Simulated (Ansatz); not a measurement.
# C7H10F3GaO2: small, medium and large basis sets

The task here is to estimate one member of a computed series from the others.

Program: Ansatz 0.2.0, Gaussian basis. Level of theory: one geometry, several basis sets. These are calculated values, not measurements.

The runs, in order: PBE0-D4/def2-SVP; ωB97M-V/def2-SVP; PBE0-D4/def2-QZVPP; ωB97M-V/def2-QZVPP; the functionals' def2-TZVPP values are taken from earlier runs.

**The geometry**

An earlier PBE0-D4 in a triple-zeta def2 set relaxation fixed the geometry.

SMILES `CC1=CC(C(F)(F)F)=[O+][Ga-]([CH3])([CH3])[O]1`, 23 atoms, charge 0, spin multiplicity 1.

Atoms are counted from 1 here; the program's logs count them from 0.

Bond lengths: C1–C2 1.494 Å, C1–H14 1.093 Å, C1–H15 1.088 Å, C1–H16 1.093 Å, C2–C3 1.408 Å, C2–O13 1.260 Å, C3–C4 1.382 Å, C3–H17 1.078 Å, C4–C5 1.536 Å, C4–O9 1.260 Å, C5–F6 1.332 Å, C5–F7 1.335 Å, C5–F8 1.332 Å, O9–Ga10 1.973 Å, Ga10–C11 1.959 Å, Ga10–C12 1.960 Å, Ga10–O13 1.975 Å, C11–H18 1.092 Å and more. Angles: C2–C1–H14 108.9°, C2–C1–H15 112.6°, C2–C1–H16 108.9°, H14–C1–H15 109.6°, H14–C1–H16 107.0°, H15–C1–H16 109.6°, C1–C2–C3 119.3°, C1–C2–O13 115.9°, C3–C2–O13 124.8°, C2–C3–C4 123.3°, C2–C3–H17 118.3°, C4–C3–H17 118.4°, C3–C4–C5 118.8°, C3–C4–O9 128.7°, C5–C4–O9 112.5°, C4–C5–F6 110.1°, C4–C5–F7 112.8°, C4–C5–F8 110.1° and more.

The first run:

File in.yaml:

```yaml
crystal:
  periodic: [false, false, false]
  atoms:
    - {symbol: C, position_ang: [-1.520951, -2.372386, 1.315917]}
    - {symbol: C, position_ang: [-0.862596, -1.202320, 0.659384]}
    - {symbol: C, position_ang: [-1.659881, -0.225169, 0.032587]}
    - {symbol: C, position_ang: [-1.138516, 0.887364, -0.599491]}
    - {symbol: C, position_ang: [-2.103283, 1.888489, -1.251672]}
    - {symbol: F, position_ang: [-1.954901, 3.092292, -0.700074]}
    - {symbol: F, position_ang: [-3.383468, 1.534917, -1.120324]}
    - {symbol: F, position_ang: [-1.841799, 1.994248, -2.553838]}
    - {symbol: O, position_ang: [0.067906, 1.225281, -0.730536]}
    - {symbol: Ga, position_ang: [1.601078, 0.203167, -0.025193]}
    - {symbol: C, position_ang: [2.485302, -0.612902, -1.571724]}
    - {symbol: C, position_ang: [2.286540, 1.214437, 1.506932]}
    - {symbol: O, position_ang: [0.396061, -1.174958, 0.716285]}
    - {symbol: H, position_ang: [-1.144766, -3.291568, 0.860383]}
    - {symbol: H, position_ang: [-2.605787, -2.341735, 1.235430]}
    - {symbol: H, position_ang: [-1.231201, -2.396302, 2.369172]}
    - {symbol: H, position_ang: [-2.730627, -0.352412, 0.046120]}
    - {symbol: H, position_ang: [3.201489, -1.374950, -1.256365]}
    - {symbol: H, position_ang: [3.027785, 0.136300, -2.152408]}
    - {symbol: H, position_ang: [1.750889, -1.084727, -2.227460]}
    - {symbol: H, position_ang: [1.467670, 1.518661, 2.161833]}
    - {symbol: H, position_ang: [2.811481, 2.114153, 1.178705]}
    - {symbol: H, position_ang: [2.986376, 0.613119, 2.091537]}
basis:
  gaussian: {orbitals: def2-SVP}
hamiltonian: {xc: pbe0, dispersion: d4}
output: {orbitals: {seedname: orbitals}}
```

On the command line:

```console
> ansatz run in.yaml --threads 11 --pin off --events-out ev --progress --plain --max-ram 120832MiB --backend cpu
```

Steps of the session up to this table: PBE0-D4 in def2-SVP; ωB97M-V in def2-SVP; PBE0-D4 in def2-QZVPP; ωB97M-V in def2-QZVPP.

One of the session's tables, all rows but one given; the rest of the session is left out.

It belongs to the step «Density functionals: the series». 

```
functional       basis  HOMO (eV)  LUMO (eV)
   PBE0-D4    def2-SVP      -7.14      -2.16
   PBE0-D4  def2-TZVPP      -7.19      -2.27
   PBE0-D4  def2-QZVPP      -7.21      -2.30
   ωB97M-V    def2-SVP      -9.25      -0.03
   ωB97M-V  def2-TZVPP      -9.32      -0.17
   ωB97M-V  def2-QZVPP          ?          ?
```

**Question.** Estimate the row for ωB97M-V, def2-QZVPP.

**Answer.** HOMO (eV): -9.34; LUMO (eV): -0.22. In the column «HOMO (eV)» it is the lowest.
